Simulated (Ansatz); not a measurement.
# Cu+ with Cl−: interaction against distance, part 3 of 3

Ansatz 0.2.0, Gaussian basis. The steps go on from the part before.

### Step 13. B moved by +1.04 Å, CCSD(T)/def2-TZVPPD

ab/in.yaml reads:

```yaml
crystal:
  periodic: [false, false, false]
  atoms:
    - {symbol: Cu, position_ang: [-0.000000, -0.000000, -1.037984]}
    - {symbol: Cl, position_ang: [0.000000, 0.000000, 2.075969]}
basis:
  gaussian: {orbitals: "def2-TZVPPD.json"}
correlation: {method: ccsd_t, frozen_orbitals: {Cl: 5, Cu: 9}}
```

a/in.yaml reads:

```yaml
crystal:
  periodic: [false, false, false]
  atoms:
    - {symbol: Cu, position_ang: [-0.000000, -0.000000, -1.037984]}
basis:
  gaussian:
    orbitals: "def2-TZVPPD.json"
    ghost_atoms:
      - {symbol: Cl, position_ang: [0.000000, 0.000000, 2.075969]}
total_charge: 1
correlation: {method: ccsd_t, frozen_orbitals: {Cl: 5, Cu: 9}}
```

b/in.yaml reads:

```yaml
crystal:
  periodic: [false, false, false]
  atoms:
    - {symbol: Cl, position_ang: [0.000000, 0.000000, 2.075969]}
basis:
  gaussian:
    orbitals: "def2-TZVPPD.json"
    ghost_atoms:
      - {symbol: Cu, position_ang: [-0.000000, -0.000000, -1.037984]}
total_charge: -1
correlation: {method: ccsd_t}
```

The same command starts each run, in its folder.

Launch:

```sh
$ ansatz run in.yaml --threads 2 --pin off --events-out ev --progress --plain --max-ram 5222MiB
```

Output in ab, shortened:

```text
Functional definition: HF
  name "HF"
  cite "Fock, Z. Phys. 61, 126 (1930) doi:10.1007/BF01340294"
  parent pbe
[...]
763 factors; integrals over basis functions are off by at most 1.0e-3 eV
[...]
mean field -57101.47243617 eV, -2098.4404072610 hartree, gradient 1.8e-6 eV, S^2 0.000000; 0 other end points of the search recorded, 0 dependent functions left out
14 core orbitals not correlated: weight in the atoms' cores, before any rotation towards them, 1.000 or more for the frozen orbitals, at most 0.000 for the correlated occupied ones
reference -57101.47243617 eV, -2098.4404072610 hartree; 9, 9 occupied and 95, 95 virtual orbitals, 763 factors
second order -18.07812455 eV of doubles, -0.00000000 eV of singles
cycle   1  -16.17800523 eV  change     1.9e0 eV  update   1.4e-1
[...]
cycle  17  -16.94466810 eV  change    7.1e-6 eV  update   1.9e-6
perturbative correction -0.69044026 eV, -0.0253732116 hartree
Total energy: -57119.10754453 eV, -2099.0884855398 hartree
```

Output in a, shortened:

```text
[... 4 set-up lines as earlier in the session ...]
[...]
764 factors; integrals over basis functions are off by at most 1.0e-3 eV
[...]
mean field -44590.93428164 eV, -1638.6866100295 hartree, gradient 6.3e-7 eV, S^2 0.000000; 0 other end points of the search recorded, 0 dependent functions left out
9 core orbitals not correlated: weight in the atoms' cores, before any rotation towards them, 1.000 or more for the frozen orbitals, at most 0.000 for the correlated occupied ones
reference -44590.93428164 eV, -1638.6866100295 hartree; 5, 5 occupied and 104, 104 virtual orbitals, 764 factors
second order -12.23587160 eV of doubles, -0.00000000 eV of singles
cycle   1  -10.15102786 eV  change     2.1e0 eV  update   1.1e-1
[...]
cycle   9  -10.67842184 eV  change    1.1e-5 eV  update   3.2e-6
perturbative correction -0.35140998 eV, -0.0129140786 hartree
Total energy: -44601.96411346 eV, -1639.0919488725 hartree
```

b printed, shortened:

```text
[... 4 set-up lines as earlier in the session ...]
[...]
741 factors; integrals over basis functions are off by at most 1.0e-3 eV
[...]
mean field -12505.39406559 eV, -459.5647554500 hartree, gradient 6.7e-6 eV, S^2 0.000000; 0 other end points of the search recorded, 0 dependent functions left out
5 core orbitals not correlated: weight in the atoms' cores, before any rotation towards them, 1.000 or more for the frozen orbitals, at most 0.000 for the correlated occupied ones
reference -12505.39406559 eV, -459.5647554500 hartree; 4, 4 occupied and 109, 109 virtual orbitals, 741 factors
second order -5.55586857 eV of doubles, -0.00000000 eV of singles
cycle   1  -5.86505324 eV  change   -3.1e-1 eV  update   4.0e-2
[...]
cycle   9  -5.98209449 eV  change   -1.4e-6 eV  update   7.6e-6
perturbative correction -0.24612205 eV, -0.0090448185 hartree
Total energy: -12511.62228213 eV, -459.7936381861 hartree
```

They took 2.1 s (ab), 2.1 s (a), 1.1 s (b) on 2 threads of AMD EPYC 9R45, shared host; peak memory 0.39 GiB.

This point gives -532.71 kJ/mol.

### Step 14. B moved by +2.08 Å, wB97M-V/def2-TZVPPD

ab/in.yaml reads:

```yaml
crystal:
  periodic: [false, false, false]
  atoms:
    - {symbol: Cu, position_ang: [-0.000000, -0.000000, -1.037984]}
    - {symbol: Cl, position_ang: [0.000000, 0.000000, 3.113953]}
basis:
  gaussian: {orbitals: "def2-TZVPPD.json"}
hamiltonian: {xc: {name: wB97M-V}}
```

a/in.yaml reads:

```yaml
crystal:
  periodic: [false, false, false]
  atoms:
    - {symbol: Cu, position_ang: [-0.000000, -0.000000, -1.037984]}
basis:
  gaussian:
    orbitals: "def2-TZVPPD.json"
    ghost_atoms:
      - {symbol: Cl, position_ang: [0.000000, 0.000000, 3.113953]}
total_charge: 1
hamiltonian: {xc: {name: wB97M-V}}
```

b/in.yaml reads:

```yaml
crystal:
  periodic: [false, false, false]
  atoms:
    - {symbol: Cl, position_ang: [0.000000, 0.000000, 3.113953]}
basis:
  gaussian:
    orbitals: "def2-TZVPPD.json"
    ghost_atoms:
      - {symbol: Cu, position_ang: [-0.000000, -0.000000, -1.037984]}
total_charge: -1
hamiltonian: {xc: {name: wB97M-V}}
```

One command serves all of them, each in its own folder.

Launch:

```sh
$ ansatz run in.yaml --threads 2 --pin off --events-out ev --progress --plain --max-ram 5222MiB
```

Output in ab, shortened:

```text
[... 5 set-up lines as earlier in the session ...]
  # Of w^i u^j: cxij and so on, Table III.
[...]
  gx(w, u) = 1 - cx + cx01*u + cx10*w
[...]
      + integral(e_c_pw_mod_opposite_spin*gos(b97_w_opposite, b97_u_opposite)) + vv10(b, c)
880 factors; their error is unknown
132 factors; integrals over basis functions are off by at most 2.1e-4 eV
[...]
mean field -57158.31038549 eV, -2100.5291633726 hartree, gradient 1.9e-5 eV, S^2 0.000000; 1 other end points of the search recorded, 0 dependent functions left out
reference -57158.31044063 eV, -2100.5291653988 hartree; 23, 23 occupied and 95, 95 virtual orbitals, 880 factors
Total energy: -57158.31044063 eV, -2100.5291653988 hartree
```

Log of a, shortened:

```text
[... 5 set-up lines as earlier in the session ...]
  # Of w^i u^j: cxij and so on, Table III.
[...]
  gx(w, u) = 1 - cx + cx01*u + cx10*w
[...]
      + integral(e_c_pw_mod_opposite_spin*gos(b97_w_opposite, b97_u_opposite)) + vv10(b, c)
876 factors; their error is unknown
127 factors; integrals over basis functions are off by at most 1.2e-4 eV
[...]
mean field -44629.92576680 eV, -1640.1195206799 hartree, gradient 2.1e-5 eV, S^2 0.000000; 0 other end points of the search recorded, 0 dependent functions left out
reference -44629.92580607 eV, -1640.1195221230 hartree; 14, 14 occupied and 104, 104 virtual orbitals, 876 factors
Total energy: -44629.92580607 eV, -1640.1195221230 hartree
```

Output in b, shortened:

```text
[... 5 set-up lines as earlier in the session ...]
  # Of w^i u^j: cxij and so on, Table III.
[...]
  gx(w, u) = 1 - cx + cx01*u + cx10*w
[...]
      + integral(e_c_pw_mod_opposite_spin*gos(b97_w_opposite, b97_u_opposite)) + vv10(b, c)
759 factors; their error is unknown
110 factors; integrals over basis functions are off by at most 1.4e-4 eV
[...]
mean field -12524.30766512 eV, -460.2598174125 hartree, gradient 4.4e-5 eV, S^2 0.000000; 0 other end points of the search recorded, 0 dependent functions left out
reference -12524.30771450 eV, -460.2598192273 hartree; 9, 9 occupied and 109, 109 virtual orbitals, 759 factors
Total energy: -12524.30771450 eV, -460.2598192273 hartree
```

Times: 2.2 s (ab), 1.5 s (a), 1.6 s (b) on 2 threads of AMD EPYC 9R45, shared host.

ab − a − b = -393.36 kJ/mol.

### Step 15. B moved by +2.08 Å, CCSD(T)/def2-TZVPPD

ab/in.yaml: that of step 14 with these lines changed.

```diff
@@ -7,2 +7,2 @@
   gaussian: {orbitals: "def2-TZVPPD.json"}
-hamiltonian: {xc: {name: wB97M-V}}
+correlation: {method: ccsd_t, frozen_orbitals: {Cl: 5, Cu: 9}}
```

a/in.yaml: that of step 14 with these lines changed.

```diff
@@ -10,2 +10,2 @@
 total_charge: 1
-hamiltonian: {xc: {name: wB97M-V}}
+correlation: {method: ccsd_t, frozen_orbitals: {Cl: 5, Cu: 9}}
```

b/in.yaml: that of step 14 with these lines changed.

```diff
@@ -10,2 +10,2 @@
 total_charge: -1
-hamiltonian: {xc: {name: wB97M-V}}
+correlation: {method: ccsd_t}
```

The same command starts each run, in its folder.

Launch:

```sh
$ ansatz run in.yaml --threads 2 --pin off --events-out ev --progress --plain --max-ram 5222MiB
```

Log of ab, shortened:

```text
[... 4 set-up lines as earlier in the session ...]
[...]
765 factors; integrals over basis functions are off by at most 7.7e-4 eV
[...]
mean field -57100.01382607 eV, -2098.3868043285 hartree, gradient 1.5e-6 eV, S^2 0.000000; 0 other end points of the search recorded, 0 dependent functions left out
14 core orbitals not correlated: weight in the atoms' cores, before any rotation towards them, 1.000 or more for the frozen orbitals, at most 0.000 for the correlated occupied ones
reference -57100.01382607 eV, -2098.3868043285 hartree; 9, 9 occupied and 95, 95 virtual orbitals, 765 factors
second order -17.93204926 eV of doubles, -0.00000000 eV of singles
cycle   1  -16.08288556 eV  change     1.8e0 eV  update   1.5e-1
[...]
cycle  18  -16.87214090 eV  change    2.6e-6 eV  update   2.1e-5
perturbative correction -0.78695435 eV, -0.0289200391 hartree
Total energy: -57117.67292132 eV, -2099.0357641091 hartree
```

Output in a, shortened:

```text
[... 4 set-up lines as earlier in the session ...]
[...]
766 factors; integrals over basis functions are off by at most 7.7e-4 eV
[...]
mean field -44590.93323733 eV, -1638.6865716518 hartree, gradient 1.4e-6 eV, S^2 0.000000; 0 other end points of the search recorded, 0 dependent functions left out
9 core orbitals not correlated: weight in the atoms' cores, before any rotation towards them, 1.000 or more for the frozen orbitals, at most 0.000 for the correlated occupied ones
reference -44590.93323733 eV, -1638.6865716518 hartree; 5, 5 occupied and 104, 104 virtual orbitals, 766 factors
second order -12.23292557 eV of doubles, -0.00000000 eV of singles
cycle   1  -10.14910792 eV  change     2.1e0 eV  update   1.1e-1
[...]
cycle   9  -10.67575679 eV  change    1.0e-5 eV  update   2.3e-6
perturbative correction -0.35042768 eV, -0.0128779798 hartree
Total energy: -44601.95942180 eV, -1639.0917764573 hartree
```

b printed, shortened:

```text
[... 4 set-up lines as earlier in the session ...]
[...]
743 factors; integrals over basis functions are off by at most 7.4e-4 eV
[...]
mean field -12505.39360890 eV, -459.5647386669 hartree, gradient 6.9e-6 eV, S^2 0.000000; 0 other end points of the search recorded, 0 dependent functions left out
5 core orbitals not correlated: weight in the atoms' cores, before any rotation towards them, 1.000 or more for the frozen orbitals, at most 0.000 for the correlated occupied ones
reference -12505.39360890 eV, -459.5647386669 hartree; 4, 4 occupied and 109, 109 virtual orbitals, 743 factors
second order -5.54959722 eV of doubles, -0.00000000 eV of singles
cycle   1  -5.85948157 eV  change   -3.1e-1 eV  update   4.0e-2
[...]
cycle   9  -5.97631381 eV  change   -9.3e-7 eV  update   9.0e-6
perturbative correction -0.24490186 eV, -0.0089999772 hartree
Total energy: -12511.61482457 eV, -459.7933641257 hartree
```

Times: 2.4 s (ab), 1.9 s (a), 1.2 s (b) on 2 threads of AMD EPYC 9R45, shared host; peak memory 0.39 GiB.

This point gives -395.46 kJ/mol.

### Step 16. The curves

| shift (Å) | Cu1–Cl2 (Å) | PBE-D4 | r2SCAN-D4 | PBE0-D4 | B3LYP-D4 | wB97M-V | Hartree-Fock | MP2 | CCSD | CCSD(T) |
| --- | --- | --- | --- | --- | --- | --- | --- | --- | --- | --- |
| -0.21 | 1.87 | -763.67 | -762.03 | -720.87 | -718.52 | -700.51 | -566.92 | -691.77 | -653.76 | -668.90 |
| -0.10 | 1.97 | -792.50 | -788.69 | -751.62 | -751.91 | -733.56 | -615.45 | -720.24 | -690.03 | -703.47 |
| 0.00 | 2.08 | -799.24 | -793.51 | -759.89 | -762.46 | -743.47 | -638.55 | -727.01 | -703.15 | -715.19 |
| 0.10 | 2.18 | -792.32 | -784.81 | -754.07 | -758.61 | -738.71 | -644.85 | -720.21 | -701.45 | -712.37 |
| 0.25 | 2.33 | -769.76 | -759.88 | -732.33 | -739.24 | -717.67 | -636.16 | -697.48 | -684.20 | -694.01 |
| 0.52 | 2.59 | -713.37 | -698.85 | -675.34 | -686.02 | -659.82 | -594.04 | -638.27 | -631.65 | -640.45 |
| 1.04 | 3.11 | -611.96 | -589.17 | -567.62 | -583.76 | -545.99 | -496.33 | -523.96 | -523.75 | -532.71 |
| 2.08 | 4.15 | -499.69 | -466.35 | -436.76 | -460.34 | -393.36 | -355.74 | -370.17 | -376.97 | -395.46 |

Energies in kJ/mol.

What each level costs and misses (shared host):

| method | RMS deviation from CCSD(T) (kJ/mol) | mean time a point |
| --- | --- | --- |
| PBE-D4 | 85.56 | 1.9 s |
| r2SCAN-D4 | 73.55 | 3 s |
| PBE0-D4 | 42.38 | 1.8 s |
| B3LYP-D4 | 50.15 | 2.1 s |
| wB97M-V | 23.75 | 5.3 s |
| Hartree-Fock | 67.99 | part of the CCSD(T) run |
| MP2 | 14.74 | part of the CCSD(T) run |
| CCSD | 12.60 | part of the CCSD(T) run |
| CCSD(T) | 0 | 5.5 s |

The best functional, wB97M-V, misses by 23.75 kJ/mol and takes 5.3 s a point, against 5.5 s for CCSD(T).

### Step 17. Results

The summary covers parts 1 to 3.

| quantity | value |
| --- | --- |
| deepest point, CCSD(T) | -715.19 kJ/mol at +0.00 Å |
| at the longest distance | -395.46 kJ/mol at +2.08 Å |
| at the shortest | -668.90 kJ/mol at -0.21 Å |
| RMS deviation from CCSD(T) | PBE-D4 85.56, r2SCAN-D4 73.55, PBE0-D4 42.38, B3LYP-D4 50.15, wB97M-V 23.75, Hartree-Fock 67.99, MP2 14.74, CCSD 12.60 kJ/mol |

In words: Of the points run, CCSD(T) in this basis is lowest at the PBE0-D4 geometry. At +2.08 Å, 55 % of the binding is left. CCSD follows best and PBE-D4 worst. The T1 diagnostic is large here, over the usual mark for main-group molecules (transition-metal compounds often pass it harmlessly), so CCSD(T) itself may be off.
